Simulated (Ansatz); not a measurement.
**Si₂GeH₇ radical: a ladder of functionals and wavefunction methods**

One table from this session's results is given with a row withheld; the runs are named, their logs left out.

Program: Ansatz 0.2.0, Gaussian basis. Level of theory: functionals in def2-TZVPP, the program's frozen cores in correlated methods. These are calculated values, not measurements.

Plan: LDA (SPW92), PBE-D4, revPBE-D4, BLYP-D4, r2SCAN-D4, B97M-V, PBE0-D4, B3LYP-D4, r2SCANh-D4, r2SCAN0-D4, HSE06-D4, BHLYP-D4, CAM-B3LYP-D4, LC-ωPBE, ωB97X-V, ωB97M-V, B2PLYP, PBE-QIDH; CCSD(T)/def2-SVP; CCSD(T)/def2-TZVPP; MP2/def2-QZVPP; extrapolation to the limit; RPA on PBE.

### The relaxed structure

The geometry comes from an earlier relaxation with PBE0-D4 in a triple-zeta def2 set; it is a stationary point, not always the lowest conformer.

SMILES `[SiH2][GeH2][SiH3]`, 10 atoms, charge 0, spin multiplicity 2.

Atoms are counted from 1 here; the program's logs count them from 0.

Bond lengths: Si1–Ge2 2.371 Å, Si1–H4 1.489 Å, Si1–H5 1.489 Å, Ge2–Si3 2.379 Å, Ge2–H6 1.544 Å, Ge2–H7 1.540 Å, Si3–H8 1.487 Å, Si3–H9 1.486 Å, Si3–H10 1.487 Å. Angles: Ge2–Si1–H4 112.8°, Ge2–Si1–H5 114.4°, H4–Si1–H5 109.6°, Si1–Ge2–Si3 109.9°, Si1–Ge2–H6 110.9°, Si1–Ge2–H7 108.7°, Si3–Ge2–H6 109.7°, Si3–Ge2–H7 110.0°, H6–Ge2–H7 107.5°, Ge2–Si3–H8 109.6°, Ge2–Si3–H9 109.7°, Ge2–Si3–H10 110.8°, H8–Si3–H9 108.8°, H8–Si3–H10 108.9°, H9–Si3–H10 109.0°.

Set-up of the first run:

in.yaml

```yaml
crystal:
  periodic: [false, false, false]
  atoms:
    - {symbol: Si, position_ang: [-1.908221, 0.629550, -0.839583]}
    - {symbol: Ge, position_ang: [0.377695, 0.792847, -0.230007]}
    - {symbol: Si, position_ang: [1.004393, -1.091599, 1.079714]}
    - {symbol: H, position_ang: [-2.226231, -0.640326, -1.549408]}
    - {symbol: H, position_ang: [-2.419896, 1.784907, -1.627840]}
    - {symbol: H, position_ang: [1.277414, 0.879585, -1.481889]}
    - {symbol: H, position_ang: [0.581690, 2.087882, 0.577387]}
    - {symbol: H, position_ang: [0.764513, -2.337999, 0.305568]}
    - {symbol: H, position_ang: [0.188437, -1.133464, 2.321453]}
    - {symbol: H, position_ang: [2.443206, -1.022484, 1.447605]}
basis:
  gaussian: {orbitals: def2-TZVPP}
magnetization: {spin_polarized: true, initial_magnetization: 1}
hamiltonian: {xc: lda}
output: {orbitals: {seedname: orbitals}}
```

Run with:

```bash
ansatz run in.yaml --threads 4 --pin off --events-out ev --progress --plain --max-ram 10444MiB
```

Steps of the session up to this table: LDA; PBE-D4 (GGA); revPBE-D4 (GGA); BLYP-D4 (GGA); r2SCAN-D4 (meta-GGA); B97M-V (meta-GGA); PBE0-D4 (hybrid); B3LYP-D4 (hybrid); r2SCANh-D4 (hybrid); r2SCAN0-D4 (hybrid); HSE06-D4 (hybrid); BHLYP-D4 (hybrid); CAM-B3LYP-D4 (range-separated); LC-ωPBE (range-separated); ωB97X-V (range-separated); ωB97M-V (range-separated); B2PLYP (double hybrid); PBE-QIDH (double hybrid).

One table of the session follows, with a row left open; its other results are not shown here.

It belongs to the step «Orbital energies across the functionals». 

| functional | HOMO (eV) | LUMO (eV) | gap (eV) |
| --- | --- | --- | --- |
| LDA (SPW92) | -5.14 | -3.99 | 1.15 |
| PBE-D4 | -5.20 | -3.57 | 1.63 |
| revPBE-D4 | -5.18 | -3.43 | 1.76 |
| BLYP-D4 | -4.95 | -3.58 | 1.36 |
| r2SCAN-D4 | -5.56 | -3.13 | 2.43 |
| B97M-V | -5.33 | -3.79 | 1.54 |
| PBE0-D4 | -6.24 | -2.67 | 3.58 |
| B3LYP-D4 | -5.93 | -3.04 | 2.89 |
| r2SCANh-D4 | -5.93 | -2.83 | 3.10 |
| r2SCAN0-D4 | -6.50 | -2.40 | 4.10 |
| HSE06-D4 | -5.85 | -3.05 | 2.80 |
| BHLYP-D4 | -7.05 | -1.87 | 5.17 |
| CAM-B3LYP-D4 | -7.37 | -1.77 | 5.60 |
| LC-ωPBE | -8.82 | -0.37 | 8.44 |
| ωB97X-V | -8.29 | -0.93 | 7.36 |
| ωB97M-V | ? | ? | ? |

**Question.** Estimate the row for ωB97M-V.

The run gave: HOMO (eV): -7.95; LUMO (eV): -1.07; gap (eV): 6.87. In the column «HOMO (eV)» it lies between ωB97X-V (-8.29) and CAM-B3LYP-D4 (-7.37).
